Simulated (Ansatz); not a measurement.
# BeHBr (triplet): from Hartree-Fock to the top rungs at a displaced geometry (v2), cc-pVDZ

The task here is to estimate one member of a computed series from the others.

The runs use Ansatz 0.2.0, Gaussian basis; cc-pVDZ, core rule «outside noble gas», up to 15 orbitals frozen.

Plan: UHF; CCSD(T) on ROHF; CCSD(T) on UHF; BCCD(T) on ROHF; CISD as a restricted active space (open shells left free, so some higher excitations enter); CCSDT(Q) on ROHF; CCSDT(Q) on UHF.

44 further runs of the same task are left out: 17 for a known fault of the program, 10 that didn't finish, 17 set aside as unsound or not needed. Runs told in other sessions of the task aren't counted.

## The system

The geometry is a PBE0/def2-TZVP stationary point (not a proven minimum) with its atoms shifted at random (size 0.100 Å). No spin-orbit coupling is included. The filled d shell of Br may be among the frozen orbitals whatever the setting's name suggests.

3 atoms, charge 0, spin multiplicity 3.

Atoms are counted from 1 here; the program's logs count them from 0.

Bond lengths: Br1–Be2 2.077 Å, Be2–H3 1.508 Å. Angles: Br1–Be2–H3 69.7°.

As a file:

```csv
atom,x (Å),y (Å),z (Å)
Br1,0.0175,0.0106,0.2252
Be2,-0.1474,-0.2316,-1.8307
H3,-0.0707,1.2333,-1.4820
```

The first run:

The input, in.yaml:

```yaml
crystal:
  periodic: [false, false, false]
  atoms:
    - {symbol: Br, position_ang: [0.017513, 0.010561, 0.225174]}
    - {symbol: Be, position_ang: [-0.147361, -0.231568, -1.830690]}
    - {symbol: H, position_ang: [-0.070741, 1.233269, -1.481993]}
basis:
  gaussian: {orbitals: cc-pVDZ}
magnetization: {spin_polarized: true, initial_magnetization: 2}
hamiltonian: {xc: hf}
output: {orbitals: {seedname: orbitals}}
```

Launch:

```
> ansatz run in.yaml --threads 1 --pin off --events-out ev --progress --plain --max-ram 2393MiB
```

Among the steps run: UHF; CCSD(T) on ROHF; CCSD(T) on UHF; BCCD(T) on ROHF; CISD as a restricted active space (open shells left free, so some higher excitations enter); CCSDT(Q) on ROHF; CCSDT(Q) on UHF.

One of the session's tables, all rows but one given; the rest of the session is left out.

| method | from UCCSDT(Q) (kJ/mol) |
| --- | --- |
| ROHF | ? |
| UHF | +438.7 |
| RMP2 | +61.4 |
| UMP2 | +62.8 |
| CISD | +37.1 |
| RCCSD | +13.9 |
| UCCSD | +13.4 |
| RCCSD(T) | +2.7 |
| UCCSD(T) | +2.6 |
| BCCD(T) | +2.8 |
| RCCSDT | +1.0 |
| UCCSDT | +0.9 |
| RCCSDT(Q) | +0.1 |
| UCCSDT(Q) | 0 |

Q: Estimate the row for ROHF from the others.

**Answer.** from UCCSDT(Q) (kJ/mol): +452.1. In the column «from UCCSDT(Q) (kJ/mol)» it is the highest.

Caveats from the session: Restricted and unrestricted rows rest on different reference determinants; a gap between their highest levels can come from leftover correlation error, from unlike frozen cores or from another state.
